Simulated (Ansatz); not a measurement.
# CH₇GaN₂O: small, medium and large basis sets

Aim: see how fast density functionals converge with the basis set for CH₇GaN₂O.

Program: Ansatz 0.2.0, Gaussian basis. Level of theory: one geometry, several basis sets. These are calculated values, not measurements.

Levels to be run: PBE0-D4/def2-SVP; ωB97M-V/def2-SVP; PBE0-D4/def2-QZVPP; ωB97M-V/def2-QZVPP; the functionals' def2-TZVPP values are taken from earlier runs.

## (1) The relaxed structure

The geometry comes from an earlier relaxation with PBE0-D4 in a triple-zeta def2 set; it is a stationary point, not always the lowest conformer.

SMILES `N[CH2][Ga]([NH2])[OH]`, 12 atoms, charge 0, spin multiplicity 1.

Atoms are counted from 1 here; the program's logs count them from 0.

Bond lengths: N1–C2 1.461 Å, N1–H6 1.013 Å, N1–H7 1.013 Å, C2–Ga3 1.982 Å, C2–H8 1.094 Å, C2–H9 1.094 Å, Ga3–N4 1.819 Å, Ga3–O5 1.801 Å, N4–H10 1.006 Å, N4–H11 1.005 Å, O5–H12 0.958 Å. Angles: C2–N1–H6 110.2°, C2–N1–H7 110.2°, H6–N1–H7 105.1°, N1–C2–Ga3 115.4°, N1–C2–H8 108.9°, N1–C2–H9 108.9°, Ga3–C2–H8 109.1°, Ga3–C2–H9 109.1°, H8–C2–H9 104.8°, C2–Ga3–N4 130.7°, C2–Ga3–O5 113.0°, N4–Ga3–O5 116.3°, Ga3–N4–H10 124.5°, Ga3–N4–H11 123.8°, H10–N4–H11 111.7°, Ga3–O5–H12 115.1°.

## (2) PBE0-D4 in def2-SVP

The input, in.yaml:

```yaml
crystal:
  periodic: [false, false, false]
  atoms:
    - {symbol: N, position_ang: [-1.862070, 0.921635, 0.983567]}
    - {symbol: C, position_ang: [-1.071985, -0.298749, 0.834100]}
    - {symbol: Ga, position_ang: [0.534489, -0.136134, -0.314841]}
    - {symbol: N, position_ang: [1.785443, -1.369960, -0.786906]}
    - {symbol: O, position_ang: [0.756117, 1.520939, -0.984616]}
    - {symbol: H, position_ang: [-1.287975, 1.667092, 1.358160]}
    - {symbol: H, position_ang: [-2.168223, 1.254055, 0.077286]}
    - {symbol: H, position_ang: [-0.769747, -0.648814, 1.825159]}
    - {symbol: H, position_ang: [-1.714996, -1.091407, 0.441337]}
    - {symbol: H, position_ang: [2.575997, -1.181159, -1.379104]}
    - {symbol: H, position_ang: [1.775205, -2.325236, -0.474249]}
    - {symbol: H, position_ang: [1.524743, 1.632637, -1.545893]}
basis:
  gaussian: {orbitals: def2-SVP}
hamiltonian: {xc: pbe0, dispersion: d4}
output: {orbitals: {seedname: orbitals}}
```

On the command line:

```sh
> ansatz run in.yaml --threads 4 --pin off --events-out ev --progress --plain --max-ram 10444MiB
```

The runs that follow: ωB97M-V in def2-SVP; PBE0-D4 in def2-QZVPP; ωB97M-V in def2-QZVPP.

Before running them: what should the planned runs give, taken together? Wanted: PBE0-D4: double and triple zeta above quadruple; ωB97M-V: double and triple zeta above quadruple.

The runs gave:

| quantity | value |
| --- | --- |
| PBE0-D4: double and triple zeta above quadruple | 15.84, 1.58 eV |
| ωB97M-V: double and triple zeta above quadruple | 16.01, 1.53 eV |

**Reading.** For PBE0-D4 the step from double to triple zeta gains 14.26 eV and the next only 1.58 eV. These are total energies; as a rule much of such shifts cancels in differences, which this series doesn't test. The LUMO of ωB97M-V is positive and keeps falling with the basis (2.03 to 1.07 eV): an unbound level that the basis holds in place.
